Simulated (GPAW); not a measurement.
# WO3 (tungsten trioxide): BLYP-D3(BJ)/real-space grid (scalar-relativistic datasets)

We compute a geometry optimisation of WO3 (tungsten trioxide). The job is set up through an ASE script.

Program for the calculation: GPAW 26.7.0.

2 further runs of the same task are left out: 2 set aside as unsound or not needed.

### Step 1. Starting point

The species is WO3 (4 atoms), meant as a singlet with charge 0. SMILES: `[O]=[W](=[O])=[O]`. All atoms were displaced at random from a relaxed shape. The run starts from this shape.

Bond lengths: O1–W2 1.652 Å, W2–O3 1.714 Å, W2–O4 1.774 Å. Angles: O1–W2–O3 113.4°, O1–W2–O4 109.7°, O3–W2–O4 109.7°.

### Step 2. A geometry optimisation at BLYP-D3(BJ)/real-space grid (scalar-relativistic datasets)

Contents of o3w.xyz:

```xyz
4

O     -0.280534     0.231204     1.558704
W     -0.288400    -0.271245    -0.015363
O      1.091598    -1.193345    -0.441432
O     -0.426032     1.133000    -1.091128
```

Contents of o3w_relax.py:

```python
from ase.calculators.mixing import SumCalculator
from ase.io import read, write
from ase.optimize import BFGSLineSearch
from dftd3.ase import DFTD3
from gpaw import GPAW, setup_paths
from gpaw.atom.configurations import parameters
from gpaw.atom.generator import Generator

# Atomic positions
system = read("o3w.xyz")
system.center(vacuum=4.5)

# Generate the setups first
for symbol in ["O", "W"]:
    Generator(symbol, xcname="BLYP", scalarrel=True, nofiles=True, txt=None).run(**parameters[symbol])
setup_paths.insert(0, ".")

# Ground state
calculator = GPAW(mode="fd",
                  eigensolver="davidson",
                  xc="BLYP",
                  maxiter=100,
                  h=0.2,
                  occupations={"name": "fermi-dirac", "width": 0.05},
                  symmetry="off",
                  txt="-")
system.calc = SumCalculator([DFTD3(method="BLYP", damping="d3bj"), calculator])

opt = BFGSLineSearch(system, trajectory="o3w.traj")
converged = opt.run(fmax=0.02, steps=40)
print("Converged:", converged)
print(f"Final energy: {system.get_potential_energy():.5f} eV")
print(f"r(O3-W1): {system.get_distance(3, 1):.4f} Ang")
print(f"r(O2-W1)                {system.get_distance(2, 1):.4f} Ang")
write("relaxed.xyz", system)
```

Started as:

```bash
python o3w_relax.py > o3w_relax.log
```

The log of the run:

```text
__  _  _
 | _ |_)|_||  |
 |__||  | ||/\| - 26.7.0

units:  Angstrom and eV
cores:  1
OpenMP: False

Versions:
  Python: 3.12.14
  ASE:    3.29.0
  Numpy:  2.5.5
  Scipy:  1.18.1
  Libxc:  7.0.0

        _gpaw.cpython-312-aarch64-linux-gnu.so

Input parameters:
  mode=FD(),
  eigensolver=Davidson(niter=2),
  h=0.2,
  maxiter=100,
  occupations=Occupations(name='fermi-dirac', width=0.05),
  symmetry=Symmetry(point_group=False, time_reversal=False),
  xc=XC(name='BLYP')

Diagonalizing LCAO Hamiltonian
Converting LCAO to fd mode
        .-------------------------.
       /|                         |
      / |                         |
     /  |                         |
    /   |                         |
   /    |                         |
  /     |                         |
 *      |                         |
 |      |                         |
 |      |       O                 |
 |      |                         |
 |      |       W                 |
 |      |          O              |
 |      |                         |
 |      .-------------------------.
 |     /                         /
 |    /                         /
 |   /                         /
 |  /                         /
 | /                         /
 |/                         /
 *-------------------------*

Atoms  # Å, Bohr magnetons
|   | symbol |        x |        y |        z |    initial magnetic moments |
|---|--------|----------|----------|----------|-----------------------------|
| 0 |      O | 4.645498 | 5.924549 | 7.149832 | ( 0.0000,  0.0000,  0.0000) |
| 1 |      W | 4.637632 | 5.422100 | 5.575765 | ( 0.0000,  0.0000,  0.0000) |
| 2 |      O | 6.017630 | 4.500000 | 5.149696 | ( 0.0000,  0.0000,  0.0000) |
| 3 |      O | 4.500000 | 6.826345 | 4.500000 | ( 0.0000,  0.0000,  0.0000) |

Unit cell  # Å
| periodic |         x |         y |         z |   lengths |    angles |
|----------|-----------|-----------|-----------|-----------|-----------|
|       no | 10.517630 |  0.000000 |  0.000000 | 10.517630 | 90.000000 |
|       no |  0.000000 | 11.326345 |  0.000000 | 11.326345 | 90.000000 |
|       no |  0.000000 |  0.000000 | 11.649832 | 11.649832 | 90.000000 |

Number of symmetries: 1
Symmetry operations  # r_c * U_cc + t_c -> r_c
|   | kind |            matrix            |
|---|------|------------------------------|
| 0 |  E   |  1, 0, 0,  0, 1, 0,  0, 0, 1 |

BZ-sampling:
  Number of BZ points: 1
  Number of IBZ points: 1

  Monkhorst-Pack size: [1, 1, 1]
  Monkhorst-Pack shift: [0, 0, 0]

K-points  # in reciprocal-cell coordinates
|   |                                coordinates |     weight |
|---|--------------------------------------------|------------|
| 0 | (  0.00000000,   0.00000000,   0.00000000) | 1.00000000 |

Uniform wave function grid shape: (np.int64(51), np.int64(55), np.int64(59))
Spin-components: 1 (collinear spins)
Bands:           24
Projectors:      21
Spin-degeneracy: 2
Datatype:        float64

  Storage: CPU
  Wave functions: 31_775_040 bytes (31_775_040 per core)

Parallelization:
  kpt:    1
  domain: 1
  band:   1

Density:
  Valence electrons: 32.0
  Components: 1
  Grid points: [52 56 60]
  Charge: 0.0  # |e|

Potential:
  Grid points: [52 56 60]

species:
  O:
    name:    Oxygen
    Z:       8.0
    valence: 6
    core:    2
    charge:  0.0  # [|e|]
    file:    O.BLYP
    compensation charges:
      type: gauss
      rc: 0.21  # [Å]
      lmax: 2
    cutoffs:
      filter: 1.17  # [Å]
      core: 0.83  # [Å]
    projectors
    | kind |    occ | energy [eV] | rcut [Å] |
    |------|--------|-------------|----------|
    |   2s |  2.000 |     -23.831 |    0.688 |
    |   2p |  4.000 |      -9.023 |    0.598 |
    |    s |        |       3.380 |    0.688 |
    |    p |        |      18.189 |    0.598 |
    |    d |        |       0.000 |    0.619 |

    Using partial waves for O as LCAO basis

  W:
    name:    Tungsten
    Z:       74.0
    valence: 14
    core:    60
    charge:  0.0  # [|e|]
    file:    W.BLYP
    compensation charges:
      type: gauss
      rc: 0.40  # [Å]
      lmax: 2
    cutoffs:
      filter: 2.36  # [Å]
      core: 3.07  # [Å]
    projectors
    | kind |    occ | energy [eV] | rcut [Å] |
    |------|--------|-------------|----------|
    |   5s |  2.000 |     -78.672 |    1.344 |
    |   6s |  2.000 |      -5.580 |    1.344 |
    |   5p |  6.000 |     -43.054 |    1.355 |
    |   6p |  0.000 |      -1.300 |    1.355 |
    |   5d |  4.000 |      -4.351 |    1.228 |
    |    d |        |      22.860 |    1.228 |

    Using partial waves for W as LCAO basis

Reference energy: -444926.412966  # eV

eigensolver:
  Davidson
  Converge bands: occupied
  niter=2

density mixing:
  MSR1-Mixer
  Pratt-step length: 0.05
  Maximum mixing coefficient: 0.75
  Old densities: 10
  SVD Regularization: 0.005
  Good broyden scale: 1.0
  Trust region scale: 1.0
  Backstep threshold: 4.0
  History deletion threshold: 6.0
  Fourier metric: weight=20.0, sigma=0.015

occupation numbers:
  Fermi-Dirac:
    width: 0.0500  # eV

FastPoissonSolver using
    Stencil: 6*3+1=19 point O(h^6) finite-difference Laplacian
    FFT axes: []
    FST axes: [np.int64(0), np.int64(1), np.int64(2)]

xc functional:
  name: BLYP with 2 nearest neighbor stencil
interpolation: tri-quintic # 5. degree polynomial

Initialization done in: 1.340 s

convergence criteria:
- Maximum [total energy] change in last 3 cyles: 0.0005 eV / valence electron
- Maximum integral of absolute [dens]ity change: 0.0001 electrons / valence electron
- Maximum integral of absolute [eigenst]ate change: 4e-08 eV^2 / valence electron
maximum number of iterations: 100

[... 9 lines left out ...]
Converged in 18 steps
[... 12 lines left out ...]
  Free energy:     -30.785318
[... 2 lines left out ...]
dipole moment: (-0.819448, -0.634315, -0.002586)  # |e|*Ang
[... 70 lines left out ...]
convergence criteria:
- Maximum [total energy] change in last 3 cyles: 0.0005 eV / valence electron
[... 13 lines left out ...]
Converged in 21 steps
[... 12 lines left out ...]
  Free energy:     -29.765611
[... 2 lines left out ...]
dipole moment: (-0.916486, -0.512769, -0.530526)  # |e|*Ang
[... 68 lines left out ...]
convergence criteria:
- Maximum [total energy] change in last 3 cyles: 0.0005 eV / valence electron
[... 13 lines left out ...]
Converged in 16 steps
[... 12 lines left out ...]
  Free energy:     -31.037702
[... 2 lines left out ...]
dipole moment: (-0.848074, -0.611789, -0.171439)  # |e|*Ang
[... 69 lines left out ...]
convergence criteria:
- Maximum [total energy] change in last 3 cyles: 0.0005 eV / valence electron
[... 13 lines left out ...]
Converged in 15 steps
[... 12 lines left out ...]
  Free energy:     -30.865566
[... 2 lines left out ...]
dipole moment: (-1.027287, -0.588993, -0.102349)  # |e|*Ang
[... 68 lines left out ...]
convergence criteria:
- Maximum [total energy] change in last 3 cyles: 0.0005 eV / valence electron
[... 13 lines left out ...]
Converged in 14 steps
[... 12 lines left out ...]
  Free energy:     -31.062821
[... 2 lines left out ...]
dipole moment: (-0.898685, -0.605873, -0.153114)  # |e|*Ang
[... 80 lines left out ...]
convergence criteria:
- Maximum [total energy] change in last 3 cyles: 0.0005 eV / valence electron
[... 13 lines left out ...]
Converged in 8 steps
[... 12 lines left out ...]
  Free energy:     -31.124065
[... 2 lines left out ...]
dipole moment: (-0.900149, -0.690461, -0.206182)  # |e|*Ang
[... 68 lines left out ...]
convergence criteria:
- Maximum [total energy] change in last 3 cyles: 0.0005 eV / valence electron
[... 13 lines left out ...]
Converged in 9 steps
[... 12 lines left out ...]
  Free energy:     -31.124322
[... 2 lines left out ...]
dipole moment: (-0.900049, -0.689541, -0.206262)  # |e|*Ang
[... 68 lines left out ...]
convergence criteria:
- Maximum [total energy] change in last 3 cyles: 0.0005 eV / valence electron
[... 10 lines left out ...]
Converged in 2 steps
[... 12 lines left out ...]
  Free energy:     -31.124255
[... 2 lines left out ...]
dipole moment: (-0.900052, -0.689560, -0.206263)  # |e|*Ang
[... 68 lines left out ...]
convergence criteria:
- Maximum [total energy] change in last 3 cyles: 0.0005 eV / valence electron
[... 10 lines left out ...]
Converged in 2 steps
[... 12 lines left out ...]
  Free energy:     -31.124268
[... 2 lines left out ...]
dipole moment: (-0.900083, -0.689553, -0.206281)  # |e|*Ang
[... 68 lines left out ...]
convergence criteria:
- Maximum [total energy] change in last 3 cyles: 0.0005 eV / valence electron
[... 10 lines left out ...]
Converged in 2 steps
[... 12 lines left out ...]
  Free energy:     -31.124261
[... 2 lines left out ...]
dipole moment: (-0.899970, -0.689554, -0.206217)  # |e|*Ang
[... 52 lines left out ...]
Atoms  # Å, Bohr magnetons
|   | symbol |        x |        y |        z |    initial magnetic moments |
|---|--------|----------|----------|----------|-----------------------------|
| 0 |      O | 4.655053 | 5.860618 | 7.179727 | ( 0.0000,  0.0000,  0.0000) |
| 1 |      W | 4.542998 | 5.400824 | 5.516922 | ( 0.0000,  0.0000,  0.0000) |
| 2 |      O | 6.056173 | 4.668360 | 5.107339 | ( 0.0000,  0.0000,  0.0000) |
| 3 |      O | 4.459952 | 6.873101 | 4.617555 | ( 0.0000,  0.0000,  0.0000) |

Unit cell  # Å
| periodic |         x |         y |         z |   lengths |    angles |
|----------|-----------|-----------|-----------|-----------|-----------|
|       no | 10.517630 |  0.000000 |  0.000000 | 10.517630 | 90.000000 |
|       no |  0.000000 | 11.326345 |  0.000000 | 11.326345 | 90.000000 |
|       no |  0.000000 |  0.000000 | 11.649832 | 11.649832 | 90.000000 |

Initialization done in: 0.541 s

convergence criteria:
- Maximum [total energy] change in last 3 cyles: 0.0005 eV / valence electron
- Maximum integral of absolute [dens]ity change: 0.0001 electrons / valence electron
- Maximum integral of absolute [eigenst]ate change: 4e-08 eV^2 / valence electron
maximum number of iterations: 100

SCF iterations
|iter     |     time |      energy | eigst |  dens |
|---------|----------|-------------|-------|-------|
|iter:   1| 00:09:59 |  -30.938596 | -2.41 |       |
|iter:   2| 00:10:00 |  -30.947818 | -3.34 | -3.05 |
|iter:   3| 00:10:01 |  -30.978829 | -3.61 | -3.13 |
[... 6 lines of this table left out ...]
|iter:  10| 00:10:08 |  -31.124123c| -7.79c| -5.51c|

Converged in 10 steps
SCF loop duration: 9.714 s (0.971 s/step)
Energy contributions relative to reference atoms: (reference = -444926.412966)

Energy contributions:
  Kinetic:          39.113889
  Coulomb:         -47.354281
  Zero:              1.730995
  External:          0.000000
  Xc:              -24.614726
  Entropy:          -0.000000
  Spinorbit:         0.000000
  ----------------------------
  Free energy:     -31.124124
  Extrapolated:    -31.124123

dipole moment: (-0.900702, -0.691506, -0.205312)  # |e|*Ang

Fermi level: -6.410
Eigenvalues  # (at kpt = [0.000, 0.000, 0.000])
| band index |      eig [eV] | occ [0-2] |
|------------|---------------|-----------|
|          0 |       -80.497 |     2.000 |
|        ... |               |           |
|          8 |       -10.212 |     2.000 |
|          9 |        -9.827 |     2.000 |
|         10 |        -9.820 |     2.000 |
[... 12 lines of this table left out ...]
|         23 |         0.789 |     0.000 |

Gap: 1.590 eV
Transition (v -> c):
  (s=0, k=0, n=15, [0.00, 0.00, 0.00]) -> (s=0, k=0, n=16, [0.00, 0.00, 0.00])
No difference between direct/indirect transitions
vacuum-level: 0.000  # V

Forces  # eV/Ang
|        x |        y |        z |
|----------|----------|----------|
|  0.00464 | -0.01216 |  0.00725 |  # O    0
|  0.03714 | -0.04280 |  0.01135 |  # W    1
| -0.01581 | -0.00806 | -0.00020 |  # O    2
|  0.01102 |  0.04387 | -0.01419 |  # O    3

Force computation time: 0.098  # s
        .-------------------------.
       /|                         |
      / |                         |
     /  |                         |
    /   |                         |
   /    |                         |
  /     |                         |
 *      |                         |
 |      |                         |
 |      |       O                 |
 |      |                         |
 |      |       W                 |
 |      |          O              |
 |      |                         |
 |      .-------------------------.
 |     /                         /
 |    /                         /
 |   /                         /
 |  /                         /
 | /                         /
 |/                         /
 *-------------------------*

Atoms  # Å, Bohr magnetons
|   | symbol |        x |        y |        z |    initial magnetic moments |
|---|--------|----------|----------|----------|-----------------------------|
| 0 |      O | 4.656773 | 5.858708 | 7.180715 | ( 0.0000,  0.0000,  0.0000) |
| 1 |      W | 4.545187 | 5.401907 | 5.516990 | ( 0.0000,  0.0000,  0.0000) |
| 2 |      O | 6.055673 | 4.665850 | 5.106362 | ( 0.0000,  0.0000,  0.0000) |
| 3 |      O | 4.463486 | 6.876542 | 4.619487 | ( 0.0000,  0.0000,  0.0000) |

Unit cell  # Å
| periodic |         x |         y |         z |   lengths |    angles |
|----------|-----------|-----------|-----------|-----------|-----------|
|       no | 10.517630 |  0.000000 |  0.000000 | 10.517630 | 90.000000 |
|       no |  0.000000 | 11.326345 |  0.000000 | 11.326345 | 90.000000 |
|       no |  0.000000 |  0.000000 | 11.649832 | 11.649832 | 90.000000 |

Initialization done in: 0.569 s

convergence criteria:
- Maximum [total energy] change in last 3 cyles: 0.0005 eV / valence electron
- Maximum integral of absolute [dens]ity change: 0.0001 electrons / valence electron
- Maximum integral of absolute [eigenst]ate change: 4e-08 eV^2 / valence electron
maximum number of iterations: 100

SCF iterations
|iter     |     time |      energy | eigst |  dens |
|---------|----------|-------------|-------|-------|
|iter:   1| 00:10:09 |  -31.255267 | -2.70 |       |
|iter:   2| 00:10:10 |  -31.248687 | -3.63 | -3.18 |
|iter:   3| 00:10:11 |  -31.226811 | -3.88 | -3.27 |
[... 5 lines of this table left out ...]
|iter:   9| 00:10:18 |  -31.124342c| -7.58c| -5.13c|

Converged in 9 steps
SCF loop duration: 8.973 s (0.997 s/step)
Energy contributions relative to reference atoms: (reference = -444926.412966)

Energy contributions:
  Kinetic:          39.066503
  Coulomb:         -47.314071
  Zero:              1.730687
  External:          0.000000
  Xc:              -24.607460
  Entropy:          -0.000000
  Spinorbit:         0.000000
  ----------------------------
  Free energy:     -31.124342
  Extrapolated:    -31.124342

dipole moment: (-0.900233, -0.690094, -0.205989)  # |e|*Ang

Fermi level: -6.413
Eigenvalues  # (at kpt = [0.000, 0.000, 0.000])
| band index |      eig [eV] | occ [0-2] |
|------------|---------------|-----------|
|          0 |       -80.499 |     2.000 |
|        ... |               |           |
|          8 |       -10.214 |     2.000 |
|          9 |        -9.824 |     2.000 |
|         10 |        -9.822 |     2.000 |
[... 12 lines of this table left out ...]
|         23 |         0.788 |     0.000 |

Gap: 1.587 eV
Transition (v -> c):
  (s=0, k=0, n=15, [0.00, 0.00, 0.00]) -> (s=0, k=0, n=16, [0.00, 0.00, 0.00])
No difference between direct/indirect transitions
vacuum-level: 0.000  # V

Forces  # eV/Ang
|        x |        y |        z |
|----------|----------|----------|
|  0.00050 | -0.00048 |  0.00644 |  # O    0
| -0.00319 | -0.00160 |  0.00013 |  # W    1
|  0.00529 | -0.00506 | -0.00577 |  # O    2
|  0.00598 |  0.00791 | -0.00208 |  # O    3

Force computation time: 0.098  # s
BFGSLineSearch:   25[ 61] hh:mm:ss      -31.292277       0.0121
Converged: True
Final energy: -31.29228 eV
r(O3-W1): 1.7282 Ang
r(O2-W1)                1.7297 Ang
```

Run time: 10 min. Hardware: 1 thread of Arm Neoverse V1, shared host; peak memory 0.52 GiB.

Steps, from the record of the run:

```
step  energy from the first frame kept (eV)  largest force (eV/Å)
   0                                 0.0000                5.9655
   2                                -0.2772                1.1172
   4                                -0.3208                0.2981
   6                                -0.3259                0.1927
   8                                -0.3292                0.0850
  10                                -0.3312                0.2564
  12                                -0.3362                0.1409
  14                                -0.3385                0.0891
  16                                -0.3395                0.0818
  18                                -0.3400                0.0248
  20                                -0.3401                0.0245
  22                                -0.3401                0.0252
  24                                -0.3401                0.0265
  25                                -0.3402                0.0121
```

After the run. Bond lengths: O1–W2 1.729 Å, W2–O3 1.730 Å, W2–O4 1.728 Å. Angles: O1–W2–O3 106.5°, O1–W2–O4 106.1°, O3–W2–O4 106.3°.

### Step 3. Summary of results

At BLYP-D3(BJ)/real-space grid (scalar-relativistic datasets):

| quantity | value |
| --- | --- |
| energy as printed (from the program's reference atoms) | -31.2923 eV |
| dipole moment | 5.54 D |
| HOMO energy | -7.21 eV |
| LUMO energy | -5.62 eV |
| HOMO–LUMO gap | 1.59 eV |
| dispersion energy | -16.20 kJ/mol |

At the final geometry: Bond lengths: O1–W2 1.729 Å, W2–O3 1.730 Å, W2–O4 1.728 Å. Angles: O1–W2–O3 106.5°, O1–W2–O4 106.1°, O3–W2–O4 106.3°. The optimisation took 25 steps and changed the energy by -0.340 eV.
